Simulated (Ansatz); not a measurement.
# AgH₄NS (SMILES [NH3+][Ag-][SH]): a rigid scan of the angle H4–N1–H5

How does the energy rise as the angle H4–N1–H5 leaves its equilibrium value, and do density functionals follow CCSD(T)? No other atom is relaxed.

Method: single points in def2-TZVPP; program: Ansatz 0.2.0, Gaussian basis.

Levels: PBE-D4, r2SCAN-D4, PBE0-D4, B3LYP-D4, wB97M-V, Hartree-Fock, MP2, CCSD, CCSD(T). The scan takes 83.7, 89.7, 95.7, 101.7, 107.7, 113.7, 119.7, 125.7, 131.7°.

Cores are frozen in the correlated methods. Filled d shells of the heavier atoms are correlated. Core potentials replace the inner electrons past krypton, and spin-orbit coupling is left out. B3LYP uses VWN-RPA correlation.

18 further runs of the same task are left out: 18 set aside as unsound or not needed.

**1. Starting geometry**

SMILES `[NH3+][Ag-][SH]`, 7 atoms, charge 0, spin multiplicity 1.

Atoms are counted from 1 here; the program's logs count them from 0.

Bond lengths: N1–Ag2 1.815 Å, N1–H4 0.999 Å, N1–H5 1.069 Å, N1–H6 1.101 Å, Ag2–S3 1.560 Å, Ag2–H6 2.034 Å, S3–H7 1.431 Å. Angles: Ag2–N1–H4 125.7°, Ag2–N1–H5 127.5°, Ag2–N1–H6 84.7°, H4–N1–H5 102.9°, H4–N1–H6 104.8°, H5–N1–H6 102.7°, N1–Ag2–S3 111.2°, N1–Ag2–H6 32.6°, S3–Ag2–H6 143.6°, Ag2–S3–H7 107.3°, N1–H6–Ag2 62.7°.

Geometry (Å):

```xyz
7
charge 0, multiplicity 1
N    -0.6933    0.2873   -0.3545
Ag    0.2389   -0.0671    1.1614
S     1.2842   -1.2011    0.9276
H    -1.4741   -0.2360   -0.6942
H    -0.3428    0.7886   -1.2315
H    -1.1381    1.1062    0.2315
H     2.1864   -0.7460   -0.0861
```

**2. A first relaxation in a small basis**

pre/in.yaml reads:

```yaml
crystal:
  periodic: [false, false, false]
  atoms:
    - {symbol: N, position_ang: [-0.693300, 0.287300, -0.354500]}
    - {symbol: Ag, position_ang: [0.238900, -0.067100, 1.161400]}
    - {symbol: S, position_ang: [1.284200, -1.201100, 0.927600]}
    - {symbol: H, position_ang: [-1.474100, -0.236000, -0.694200]}
    - {symbol: H, position_ang: [-0.342800, 0.788600, -1.231500]}
    - {symbol: H, position_ang: [-1.138100, 1.106200, 0.231500]}
    - {symbol: H, position_ang: [2.186400, -0.746000, -0.086100]}
basis:
  gaussian: {orbitals: def2-SVP}
hamiltonian: {xc: pbe, dispersion: d4}
relax: {f_tol: 0.03, max_steps: 250}
```

The command line of these runs was not kept.

The runs that follow: Finding the minimum; Reference energies at the minimum; H4–N1–H5 = 83.7°; H4–N1–H5 = 89.7°; H4–N1–H5 = 95.7°; H4–N1–H5 = 101.7°; H4–N1–H5 = 107.7°; H4–N1–H5 = 113.7°; H4–N1–H5 = 119.7°; H4–N1–H5 = 125.7°; H4–N1–H5 = 131.7°.

What does the calculation give? Wanted: highest point, CCSD(T); lowest point, CCSD(T); minimum along the scan, CCSD(T); RMS deviation from CCSD(T); largest T1 diagnostic.

The runs gave:

| quantity | value |
| --- | --- |
| highest point, CCSD(T) | 10.5 kcal/mol at 83.7° |
| lowest point, CCSD(T) | 0.0 kcal/mol at 107.7° |
| minimum along the scan, CCSD(T) | 107.4° |
| curvature there | 1.55 meV/deg² |
| RMS deviation from CCSD(T) | PBE-D4 0.3, r2SCAN-D4 0.2, PBE0-D4 0.2, B3LYP-D4 0.1, wB97M-V 0.1, Hartree-Fock 0.6, MP2 0.1, CCSD 0.1 kcal/mol |
| largest T1 diagnostic | 0.015 |

**Reading.** A polynomial through the near points puts the CCSD(T) minimum 0.3° below the PBE0-D4 value. Curvature against CCSD(T): PBE-D4 -5 %, Hartree-Fock +11 %. The curve of MP2 lies nearest to CCSD(T), that of Hartree-Fock farthest.
